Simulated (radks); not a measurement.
# Numerical settings for C

How sensitive is the result for neutral carbon to mesh, mixing and thresholds? A default run comes first. The defaults are a mesh step of 0.008 in ln r, a mesh end at 40 bohr or more, Anderson mixing 0.5 over 9 steps and a tight residual threshold, with the energy settled to 1e-9 hartree as well; every run has a cap on iterations.

The numbers are computed with radks (a radial shooting solver on a logarithmic mesh, Libxc functionals) version 1 (Dirac Kohn-Sham, PBE, spin-unpolarised, spherical densities, finite nucleus; open shells fill j = l - 1/2 first), except any that are marked as measured or tabulated.

**1. What is computed**

* element: carbon (Z = 6)
* charge: 0
* electrons: 6
* configuration: [He] 2s2 2p2
* nuclear rms radius: 2.4702 fm

**2. Default settings**

The run's settings:

```text
Z 6
configuration [He] 2s2 2p2
relativity Dirac
functional pbe,pbe
spin unpolarised
j_filling energy
nucleus finite rms 2.4702 fm
c 137.035999084
max_iterations 60
```

Run with:

```sh
$ python run_ks.py task.json out
```

The same process makes all the runs of this session.

**3. Mesh step in ln r 0.03**

Changes since step 2:

```diff
@@ -8,2 +8,3 @@
 c 137.035999084
+mesh_step 0.03
 max_iterations 60
```

**4. Mesh step in ln r 0.2**

Changes since step 3:

```diff
@@ -8,3 +8,3 @@
 c 137.035999084
-mesh_step 0.03
+mesh_step 0.2
 max_iterations 60
```

**5. Mesh step in ln r 0.08**

Changes since step 4:

```diff
@@ -8,3 +8,3 @@
 c 137.035999084
-mesh_step 0.2
+mesh_step 0.08
 max_iterations 60
```

**6. Mesh end (bohr) 20**

Changes since step 5:

```diff
@@ -8,3 +8,3 @@
 c 137.035999084
-mesh_step 0.08
+mesh_end 20
 max_iterations 60
```

**7. Mesh end (bohr) 5**

Changes since step 6:

```diff
@@ -8,3 +8,3 @@
 c 137.035999084
-mesh_end 20
+mesh_end 5
 max_iterations 60
```

**8. Residual threshold 0.1**

Changes since step 7:

```diff
@@ -8,3 +8,3 @@
 c 137.035999084
-mesh_end 5
+threshold 0.1
 max_iterations 60
```

**9. Residual threshold 1e-16**

Changes since step 8:

```diff
@@ -8,3 +8,3 @@
 c 137.035999084
-threshold 0.1
+threshold 1e-16
 max_iterations 60
```

**10. Mixing 2.5**

Changes since step 9:

```diff
@@ -8,3 +8,3 @@
 c 137.035999084
-threshold 1e-16
+mixing 2.5
 max_iterations 60
```

**11. Mixing history 1, mixing 0.2**

Changes since step 10:

```diff
@@ -8,3 +8,4 @@
 c 137.035999084
-mixing 2.5
+history 1
+mixing 0.2
 max_iterations 60
```

**12. Mixing history 1, mixing 0.8**

Changes since step 11:

```diff
@@ -9,3 +9,3 @@
 history 1
-mixing 0.2
+mixing 0.8
 max_iterations 60
```

**13. Mixing history 3**

Changes since step 12:

```diff
@@ -8,4 +8,3 @@
 c 137.035999084
-history 1
-mixing 0.8
+history 3
 max_iterations 60
```

**14. Iteration cap 5**

Changes since step 13:

```diff
@@ -8,3 +8,2 @@
 c 137.035999084
-history 3
-max_iterations 60
+max_iterations 5
```

Q: Predict the outcome of this session. Wanted: for each run, setting; iterations; converged; change of E.

The runs gave:

| setting | mesh points | iterations | converged | change of E (mhartree) | time |
| --- | --- | --- | --- | --- | --- |
| Default settings | 2208 | 13 | yes | 0 | 0.03 s |
| mesh step in ln r 0.03 | 589 | 13 | yes | 0 | 0.01 s |
| mesh step in ln r 0.2 | 89 | 60 | no | - | 0.04 s |
| mesh step in ln r 0.08 | 221 | 13 | yes | -0.001033 | 0.01 s |
| mesh end (bohr) 20 | 2102 | 13 | yes | 0 | 0.03 s |
| mesh end (bohr) 5 | 1929 | 13 | yes | +21.99 | 0.02 s |
| residual threshold 0.1 | 2208 | 8 | yes | 0 | 0.02 s |
| residual threshold 1e-16 | 2208 | 60 | no | - | 0.08 s |
| mixing 2.5 | 2208 | 15 | yes | 0 | 0.03 s |
| mixing history 1, mixing 0.2 | 2208 | 60 | no | - | 0.08 s |
| mixing history 1, mixing 0.8 | 2208 | 25 | yes | 0 | 0.04 s |
| mixing history 3 | 2208 | 17 | yes | 0 | 0.03 s |
| iteration cap 5 | 2208 | 5 | no | - | 0.01 s |

In words: A zero stands for a change under the printed digits. Converged yet off by more than 1 mhartree: mesh end (bohr) 5. Convergence of the cycle says nothing about the mesh. Not converged or rejected: mesh step in ln r 0.2; residual threshold 1e-16; mixing history 1, mixing 0.2; iteration cap 5. A mesh that ends early acts as a hard wall.
